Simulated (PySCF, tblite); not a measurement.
# C₃H₁₁B₂N: dynamics, then NMR shifts on frames

How do NMR shifts of C₃H₁₁B₂N (`BNBCCC`) change as the atoms move?

Computed with tblite 0.8.0 and PySCF 2.14.0, with density-fitted response routines of our own, on a single molecule in the gas phase. Atoms are numbered from 0 throughout.

## 1. Starting geometry

17 atoms, charge 0, multiplicity 1; geometry from: GFN2-xTB.

Bonds of the start (Å): B0–N1 1.41, N1–B2 1.41, B2–C3 1.59, C3–C4 1.53, C4–C5 1.53, B0–H6 1.17, B0–H7 1.17, N1–H8 1.01, B2–H9 1.17, C3–H10 1.10, C3–H11 1.09, C4–H12 1.09, C4–H13 1.09, C5–H14 1.09, C5–H15 1.09, C5–H16 1.09.

## 2. Thermal motion with GFN2-xTB

The job: settings as JSON, then the geometry in Å.

```
{"job": {"kind": "md", "xc": "GFN2-xTB", "basis": "xTB", "temperature": 300, "steps": 2000, "every": 50, "frames": 5}, "charge": 0, "multiplicity": 1}
B      2.781047     0.328049     0.887227
N      1.457673    -0.024885     0.571921
B      0.967131    -0.655867    -0.593677
C     -0.568983    -1.011793    -0.778759
C     -1.575871    -0.343286     0.163574
C     -1.683918     1.155561    -0.096193
H      3.630817     0.095747     0.118854
H      3.007683     0.850012     1.912854
H      0.762069     0.201168     1.271590
H      1.737194    -0.954812    -1.425127
H     -0.658952    -2.098124    -0.665043
H     -0.876640    -0.810393    -1.808652
H     -2.562214    -0.795291     0.026552
H     -1.287926    -0.518520     1.203936
H     -2.053854     1.336671    -1.103349
H     -2.369946     1.621692     0.608320
H     -0.712306     1.636102    -0.005016
```

Level: GFN2-xTB Langevin dynamics, gas phase.

Run with:

```
$ OMP_NUM_THREADS=1 python probes_run.py task.json out
```

One launch serves the whole session: the jobs run in the order shown.

Output:

```text
t/fs     T/K      E/eV
    0.0   259.0   -475.49673
   25.0   187.6   -475.02989
   50.0   207.5   -475.01540
   75.0   236.2   -475.05465
  100.0   183.5   -475.01467
  125.0   253.8   -474.98479
  150.0   271.2   -475.03580
  175.0   174.1   -474.77571
  200.0   323.5   -475.02455
  225.0   308.0   -475.11399
  250.0   326.0   -474.99871
  275.0   350.7   -474.98411
  300.0   281.2   -474.88498
  325.0   308.5   -474.93001
  350.0   286.5   -474.97141
  375.0   192.3   -474.88755
  400.0   206.8   -474.94507
  425.0   193.7   -474.84847
  450.0   301.8   -474.92964
  475.0   280.7   -474.77471
  500.0   395.4   -474.90691
  525.0   368.7   -474.99517
  550.0   345.5   -475.06154
  575.0   371.0   -474.83346
  600.0   313.5   -474.88432
  625.0   274.2   -474.90907
  650.0   254.5   -474.95590
  675.0   258.9   -474.91460
  700.0   267.0   -474.94116
  725.0   292.5   -475.01399
  750.0   303.6   -474.99031
  775.0   313.4   -474.92696
  800.0   325.9   -474.91955
  825.0   348.1   -474.74363
  850.0   387.8   -474.78376
  875.0   406.7   -474.77825
  900.0   344.4   -474.49129
  925.0   428.3   -474.78798
  950.0   329.1   -474.76628
  975.0   346.0   -474.67743
 1000.0   350.0   -474.86563
```

Wall time 9.5 s (1 thread of Arm Neoverse V1, shared host); peak memory 0.19 GiB.

Distance from the start (root mean square after alignment): 0 fs 0.00 Å, 200 fs 0.25 Å, 400 fs 0.86 Å, 600 fs 0.91 Å, 800 fs 0.93 Å, 1000 fs 0.85 Å.

Positions (Å) and forces (eV/Å) at 1000 fs:

```xyz
17

B     1.808    0.849    1.555   -0.461    0.393   -0.590
N     0.439    0.480    1.421   -0.468    0.605   -1.602
B    -0.547    0.760    0.321    2.342   -0.704    1.009
C    -1.936   -0.006    0.319   -0.263    1.131   -1.103
C    -2.781    0.530    1.453    0.056   -0.780    2.168
C    -2.895    2.023    1.583    0.712    0.432   -0.226
H     2.378    1.659    0.895   -0.581   -0.255    0.019
H     2.439    0.322    2.363    0.184   -0.289    0.481
H     0.179   -0.204    2.120   -0.397    0.067   -0.154
H    -0.132    1.416   -0.608   -0.435   -0.306    0.793
H    -1.940   -1.057    0.454    0.581   -1.110    0.191
H    -2.404    0.117   -0.671   -0.216    0.291    0.279
H    -3.833    0.168    1.493    0.706   -0.279   -0.325
H    -2.253    0.147    2.381   -0.761    0.234   -0.566
H    -3.643    2.252    2.303   -0.413    0.265    0.949
H    -1.950    2.561    1.855   -0.798   -0.556   -0.549
H    -3.324    2.329    0.655    0.209    0.862   -0.775
```

## 3. Shielding tensors: 250 fs, PBE0/pcSseg-1

The job: settings as JSON, then the geometry in Å.

```
{"job": {"kind": "nmr", "xc": "PBE0", "basis": "pcSseg-1", "pop": false}, "charge": 0, "multiplicity": 1}
B      2.569600    -0.172600     0.664400
N      1.236900     0.147200     0.334500
B      0.364700    -0.590500    -0.553000
C     -1.242200    -0.765900    -0.347500
C     -1.914100     0.130400     0.615500
C     -1.696200     1.617600     0.418800
H      3.145800    -1.025500     0.097100
H      3.027100     0.398000     1.568900
H      0.757600     0.815900     0.953900
H      0.883900    -1.263400    -1.385100
H     -1.407000    -1.827000    -0.088100
H     -1.588800    -0.494900    -1.335600
H     -2.978200     0.051200     0.614800
H     -1.580900    -0.175900     1.596200
H     -2.445400     2.071200    -0.226200
H     -1.753800     2.117700     1.362900
H     -0.680000     1.780600    -0.056300
```

With the program's defaults for keys left out, this is: GIAO PBE0/pcSseg-1 NMR shielding, non-relativistic, gas phase.

Output:

```text
coarse grid: 13312 points
cycle   1  E = -225.0323819567  dE =  3.766e-01  |g| = 4.483e-01  |ddm| = 3.359e+00
cycle   2  E = -225.0221260320  dE =  1.026e-02  |g| = 5.147e-01  |ddm| = 7.889e-01
cycle   3  E = -225.0857567269  dE = -6.363e-02  |g| = 6.394e-02  |ddm| = 4.209e-01
cycle   4  E = -225.0865749436  dE = -8.182e-04  |g| = 2.659e-02  |ddm| = 6.084e-02
cycle   5  E = -225.0867204242  dE = -1.455e-04  |g| = 7.444e-03  |ddm| = 2.057e-02
cycle   6  E = -225.0867334960  dE = -1.307e-05  |g| = 1.269e-03  |ddm| = 7.408e-03
cycle   7  E = -225.0867338833  dE = -3.873e-07  |g| = 3.090e-04  |ddm| = 1.185e-03
final grid: 126128 points
cycle   8  E = -225.1167456658  dE = -4.441e-05  |g| = 8.802e-03  |ddm| = 2.597e-02
cycle   9  E = -225.1167349961  dE =  1.067e-05  |g| = 1.134e-02  |ddm| = 1.509e-02
cycle  10  E = -225.1167645026  dE = -2.951e-05  |g| = 1.145e-03  |ddm| = 8.087e-03
cycle  11  E = -225.1167647991  dE = -2.965e-07  |g| = 2.577e-04  |ddm| = 8.727e-04
cycle  12  E = -225.1167648132  dE = -1.409e-08  |g| = 6.620e-05  |ddm| = 2.382e-04
cycle  13  E = -225.1167648144  dE = -1.173e-09  |g| = 1.327e-05  |ddm| = 7.044e-05
cycle  14  E = -225.1167648144  dE = -3.905e-11  |g| = 3.944e-06  |ddm| = 1.329e-05
converged SCF energy = -225.1167648144

GIAO shielding tensors (ppm)
atom      isotropic    diamagn.    paramagn.     s11        s22        s33       span
  0 B       53.409     194.049    -140.640     11.165     28.602    120.459    109.293
  1 N       66.768     324.502    -257.733    -95.518     64.281    231.542    327.060
  2 B       38.193     194.265    -156.072    -19.107     30.132    103.555    122.662
  3 C      156.697     252.446     -95.750    130.468    165.099    174.523     44.054
  4 C      173.821     246.706     -72.885    161.092    177.878    182.494     21.402
  5 C      167.582     251.050     -83.468    147.345    168.116    187.284     39.939
  6 H       26.214      29.801      -3.588     24.029     26.722     27.891      3.862
  7 H       26.490      29.537      -3.048     24.164     26.793     28.512      4.348
  8 H       23.628      33.645     -10.017     19.477     22.859     28.549      9.073
  9 H       25.487      31.227      -5.740     23.102     25.434     27.925      4.823
 10 H       29.999      30.662      -0.662     25.129     28.180     36.689     11.560
 11 H       30.497      31.754      -1.257     26.114     29.585     35.793      9.679
 12 H       30.604      30.050       0.554     24.866     29.566     37.378     12.513
 13 H       30.615      32.412      -1.797     26.275     29.242     36.329     10.053
 14 H       30.394      30.233       0.162     26.290     28.022     36.871     10.582
 15 H       30.515      30.807      -0.293     26.480     27.963     37.100     10.620
 16 H       29.973      31.757      -1.783     25.291     30.441     34.187      8.895
```

Run time: 15 s. Hardware: 1 thread of Arm Neoverse V1, shared host; peak memory 0.73 GiB.

The references, computed at this level on geometries of the same kind, shield at (ppm): 1H TMS 31.72, 13C TMS 186.9, 15N NH3 267.7, 11B BF3·OEt2 100.1. Their shielding less the atom's gives the shift. The references are single molecules in the gas phase, so shifts against H2O, NH3, PH3, H3PO4 or CFCl3 are not on the usual liquid scales and can be off by tens of ppm. Each atom is listed at this fixed geometry, with no averaging over motion; a spectrum would average atoms that exchange fast.

| atoms | environment | σ (ppm) | δ (ppm) |
| --- | --- | --- | --- |
| C3 | sp3 CH2 bonded to B | 156.7 | 30.2 |
| C5 | methyl carbon | 167.6 | 19.3 |
| C4 | sp3 CH2 | 173.8 | 13.1 |
| H8 | hydrogen on a nitrogen bonded to 2 B | 23.63 | 8.09 |
| H9 | hydrogen on a boron bonded to C, N | 25.49 | 6.23 |
| H6 | hydrogen on a boron bonded to N | 26.21 | 5.50 |
| H7 | hydrogen on a boron bonded to N | 26.49 | 5.23 |
| H16 | hydrogen on a methyl carbon | 29.97 | 1.74 |
| H10 | hydrogen on an sp3 CH2 bonded to B | 30.00 | 1.72 |
| H14 | hydrogen on a methyl carbon | 30.39 | 1.32 |
| H11 | hydrogen on an sp3 CH2 bonded to B | 30.50 | 1.22 |
| H15 | hydrogen on a methyl carbon | 30.51 | 1.20 |
| H12 | hydrogen on an sp3 CH2 | 30.60 | 1.11 |
| H13 | hydrogen on an sp3 CH2 | 30.62 | 1.10 |
| B2 | boron bonded to C, N, H | 38.2 | 61.9 |
| B0 | boron bonded to N, 2 H | 53.4 | 46.7 |
| N1 | nitrogen bonded to 2 B, H | 66.8 | 201.0 |

## 4. NMR shieldings: 425 fs, PBE0/pcSseg-1

The job: settings as JSON, then the geometry in Å.

```
{"job": {"kind": "nmr", "xc": "PBE0", "basis": "pcSseg-1", "pop": false}, "charge": 0, "multiplicity": 1}
B      2.417100     0.425900     0.424700
N      1.051800     0.263000     0.479000
B      0.168500    -0.499500    -0.374200
C     -1.365000    -0.397100    -0.052200
C     -1.836900     0.194600     1.235300
C     -1.606600     1.780800     1.294600
H      3.099700     0.014900    -0.391200
H      2.753700     1.147000     1.365200
H      0.531100     0.675000     1.227000
H      0.630600    -1.075000    -1.302200
H     -1.639000    -1.438200    -0.122900
H     -1.949200     0.089600    -0.858600
H     -2.866700    -0.050600     1.310200
H     -1.336400    -0.207600     2.145400
H     -1.442000     2.077900     2.283700
H     -0.787400     2.183100     0.743600
H     -2.567400     2.166600     0.990200
```

Method: GIAO PBE0/pcSseg-1 NMR shielding, non-relativistic, gas phase.

Output:

```text
coarse grid: 13312 points
cycle   1  E = -225.0225590971  dE =  4.145e-01  |g| = 4.591e-01  |ddm| = 3.350e+00
cycle   2  E = -225.0107484924  dE =  1.181e-02  |g| = 5.306e-01  |ddm| = 7.779e-01
cycle   3  E = -225.0768526482  dE = -6.610e-02  |g| = 7.196e-02  |ddm| = 4.263e-01
cycle   4  E = -225.0779169654  dE = -1.064e-03  |g| = 2.441e-02  |ddm| = 6.232e-02
cycle   5  E = -225.0780387003  dE = -1.217e-04  |g| = 7.095e-03  |ddm| = 1.950e-02
cycle   6  E = -225.0780504641  dE = -1.176e-05  |g| = 1.234e-03  |ddm| = 7.165e-03
cycle   7  E = -225.0780508438  dE = -3.797e-07  |g| = 3.176e-04  |ddm| = 1.222e-03
final grid: 126128 points
cycle   8  E = -225.1102231729  dE = -4.286e-05  |g| = 8.720e-03  |ddm| = 2.705e-02
cycle   9  E = -225.1102146175  dE =  8.555e-06  |g| = 1.077e-02  |ddm| = 1.484e-02
cycle  10  E = -225.1102417303  dE = -2.711e-05  |g| = 1.098e-03  |ddm| = 8.015e-03
cycle  11  E = -225.1102419977  dE = -2.674e-07  |g| = 2.421e-04  |ddm| = 8.103e-04
cycle  12  E = -225.1102420097  dE = -1.199e-08  |g| = 6.584e-05  |ddm| = 2.224e-04
cycle  13  E = -225.1102420108  dE = -1.097e-09  |g| = 1.359e-05  |ddm| = 6.748e-05
cycle  14  E = -225.1102420109  dE = -4.053e-11  |g| = 4.437e-06  |ddm| = 1.554e-05
converged SCF energy = -225.1102420109

GIAO shielding tensors (ppm)
atom      isotropic    diamagn.    paramagn.     s11        s22        s33       span
  0 B       55.115     196.171    -141.056     18.255     27.315    119.775    101.520
  1 N       62.948     324.412    -261.464   -119.445     69.802    238.485    357.930
  2 B       43.282     195.091    -151.809    -11.830     34.533    107.144    118.974
  3 C      163.406     253.296     -89.890    140.514    168.084    181.619     41.104
  4 C      168.056     248.621     -80.565    154.166    170.847    179.156     24.991
  5 C      175.662     245.938     -70.276    151.270    177.782    197.934     46.664
  6 H       26.353      30.818      -4.465     24.097     27.283     27.680      3.583
  7 H       25.975      28.615      -2.640     23.687     24.883     29.354      5.667
  8 H       23.885      35.543     -11.659     19.477     22.293     29.884     10.407
  9 H       25.702      31.515      -5.814     24.154     25.741     27.210      3.056
 10 H       30.692      32.351      -1.659     25.524     28.920     37.631     12.107
 11 H       30.031      31.982      -1.951     25.304     29.110     35.679     10.375
 12 H       30.535      31.110      -0.575     24.919     29.567     37.119     12.200
 13 H       29.639      31.637      -1.998     25.754     28.053     35.109      9.355
 14 H       31.693      30.100       1.593     27.429     28.891     38.760     11.331
 15 H       31.290      31.564      -0.274     26.941     31.018     35.910      8.969
 16 H       30.393      28.700       1.693     24.971     28.614     37.594     12.624
```

Wall time 15 s (1 thread of Arm Neoverse V1, shared host); peak memory 0.84 GiB.

In short: δ C3 23.5, C4 18.9, C5 11.3, B2 56.8, H8 7.83, H9 6.02 ppm.

[end of part 1 of 2]
